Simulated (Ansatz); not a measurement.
# Si62Zr2: the cost of one run

All numbers are computed with Ansatz 0.2.0 (PAW, plane waves).

**1. The system as built**

64 atoms (62 Si, 2 Zr); a = 10.866 Å, b = 10.866 Å, c = 10.866 Å, α = 90.00°, β = 90.00°, γ = 90.00°. All atoms were shaken off their sites by about 0.02 Å along each axis. Defect site 1: (0.500, 0.500, 0.500). Defect site 2: (0.125, 0.625, 0.625).

Steps to follow: (2) PBEsol relaxation at the single k point (¼, ¼, ¼), on 1 × NVIDIA H100 80GB HBM3 with 2 threads of AMD EPYC 7R13; (3) HSE06 single point at the single k point (¼, ¼, ¼), on 1 × NVIDIA H100 80GB HBM3 with 2 threads of AMD EPYC 7R13; (4) r²SCAN single point at the single k point (¼, ¼, ¼), on 1 × NVIDIA H100 80GB HBM3 with 2 threads of AMD EPYC 7R13.

**2. Relaxing the atoms with PBEsol**

The input, in.yaml:

```yaml
crystal:
  lattice:
    - [10.865579, 0.000000, 0.000000]
    - [0.000000, 10.865579, 0.000000]
    - [0.000000, 0.000000, 10.865579]
  atoms:
    - { symbol: Si, position: [0.999457, 0.999065, 0.996849] }
    - { symbol: Si, position: [0.998810, 0.999834, 0.500410] }
    - { symbol: Si, position: [0.994486, 0.498707, 0.998105] }
    - { symbol: Si, position: [0.997931, 0.502440, 0.499302] }
    - { symbol: Si, position: [0.501999, 0.002862, 0.000159] }
    - { symbol: Si, position: [0.503220, 0.999843, 0.498707] }
    - { symbol: Si, position: [0.500118, 0.501976, 0.000670] }
    - { symbol: Si, position: [0.125015, 0.126827, 0.125482] }
    - { symbol: Si, position: [0.123483, 0.123655, 0.625643] }
    - { symbol: Si, position: [0.122189, 0.625711, 0.127246] }
    - { symbol: Si, position: [0.619807, 0.124280, 0.122121] }
    - { symbol: Si, position: [0.621818, 0.125268, 0.622880] }
    - { symbol: Si, position: [0.625858, 0.625251, 0.124879] }
    - { symbol: Si, position: [0.625379, 0.624711, 0.622453] }
    - { symbol: Si, position: [0.245492, 0.246941, 0.999891] }
    - { symbol: Si, position: [0.248890, 0.249981, 0.499465] }
    - { symbol: Si, position: [0.252353, 0.747473, 0.995493] }
    - { symbol: Si, position: [0.248590, 0.748577, 0.503196] }
    - { symbol: Si, position: [0.752526, 0.252764, 0.002230] }
    - { symbol: Si, position: [0.748130, 0.250923, 0.500731] }
    - { symbol: Si, position: [0.750376, 0.746120, 0.002042] }
    - { symbol: Si, position: [0.751272, 0.745818, 0.501258] }
    - { symbol: Si, position: [0.376991, 0.376265, 0.123918] }
    - { symbol: Si, position: [0.375941, 0.374858, 0.625988] }
    - { symbol: Si, position: [0.374018, 0.872823, 0.123957] }
    - { symbol: Si, position: [0.374985, 0.876264, 0.624735] }
    - { symbol: Si, position: [0.874711, 0.373652, 0.124402] }
    - { symbol: Si, position: [0.877025, 0.375068, 0.625443] }
    - { symbol: Si, position: [0.873166, 0.874284, 0.122892] }
    - { symbol: Si, position: [0.876026, 0.874572, 0.626923] }
    - { symbol: Si, position: [0.248807, 0.999235, 0.248899] }
    - { symbol: Si, position: [0.251600, 0.997168, 0.750572] }
    - { symbol: Si, position: [0.251436, 0.499323, 0.246825] }
    - { symbol: Si, position: [0.252176, 0.497968, 0.747682] }
    - { symbol: Si, position: [0.751314, 0.000207, 0.252904] }
    - { symbol: Si, position: [0.749128, 0.999826, 0.748298] }
    - { symbol: Si, position: [0.751067, 0.498927, 0.250273] }
    - { symbol: Si, position: [0.746299, 0.500772, 0.750525] }
    - { symbol: Si, position: [0.375000, 0.122666, 0.373065] }
    - { symbol: Si, position: [0.374791, 0.124861, 0.874136] }
    - { symbol: Si, position: [0.374635, 0.623009, 0.376135] }
    - { symbol: Si, position: [0.376295, 0.624618, 0.875645] }
    - { symbol: Si, position: [0.873648, 0.126341, 0.375045] }
    - { symbol: Si, position: [0.874239, 0.123750, 0.878179] }
    - { symbol: Si, position: [0.876832, 0.620862, 0.375839] }
    - { symbol: Si, position: [0.876880, 0.623993, 0.873487] }
    - { symbol: Si, position: [0.001294, 0.250454, 0.249565] }
    - { symbol: Si, position: [0.999770, 0.248903, 0.748459] }
    - { symbol: Si, position: [0.999015, 0.747210, 0.247261] }
    - { symbol: Si, position: [0.999468, 0.749972, 0.750664] }
    - { symbol: Si, position: [0.500045, 0.248714, 0.249953] }
    - { symbol: Si, position: [0.501426, 0.250890, 0.752354] }
    - { symbol: Si, position: [0.498500, 0.749175, 0.250550] }
    - { symbol: Si, position: [0.497910, 0.749460, 0.749159] }
    - { symbol: Si, position: [0.125257, 0.374155, 0.373087] }
    - { symbol: Si, position: [0.125648, 0.369216, 0.874058] }
    - { symbol: Si, position: [0.125316, 0.875930, 0.380102] }
    - { symbol: Si, position: [0.124192, 0.873454, 0.872202] }
    - { symbol: Si, position: [0.625609, 0.374496, 0.378508] }
    - { symbol: Si, position: [0.625302, 0.377351, 0.872905] }
    - { symbol: Si, position: [0.624525, 0.877703, 0.374847] }
    - { symbol: Si, position: [0.623180, 0.875037, 0.877581] }
    - { symbol: Zr, position: [0.500367, 0.498928, 0.500437] }
    - { symbol: Zr, position: [0.125787, 0.624544, 0.624409] }
  symmetry: { detect: false }
kpoints:
  mp_grid: { grid: [1, 1, 1], shift: [0.25, 0.25, 0.25] }
hamiltonian:
  xc: pbesol
scf:
  occupations: { method: fermi_dirac, width: 0.01 }
relax:
  f_tol: 0.03
  max_steps: 80
  escape_saddle: false
  adjacent_minimum: "off"
output:
  forces: true
  eigenvalues: true
  populations: true
```

Run with:

```console
$ ansatz run in.yaml --threads 2 --pin off --max-ram 30400MiB --runs-dir r --events-out ev --progress --plain --backend cuda --devices 0, --max-vram 18GiB
```

Q: Estimate wall time and peak memory on 1 × NVIDIA H100 80GB HBM3 with 2 threads of AMD EPYC 7R13, shared host.

About 48 s, with a peak of 1.4 GiB on the host.
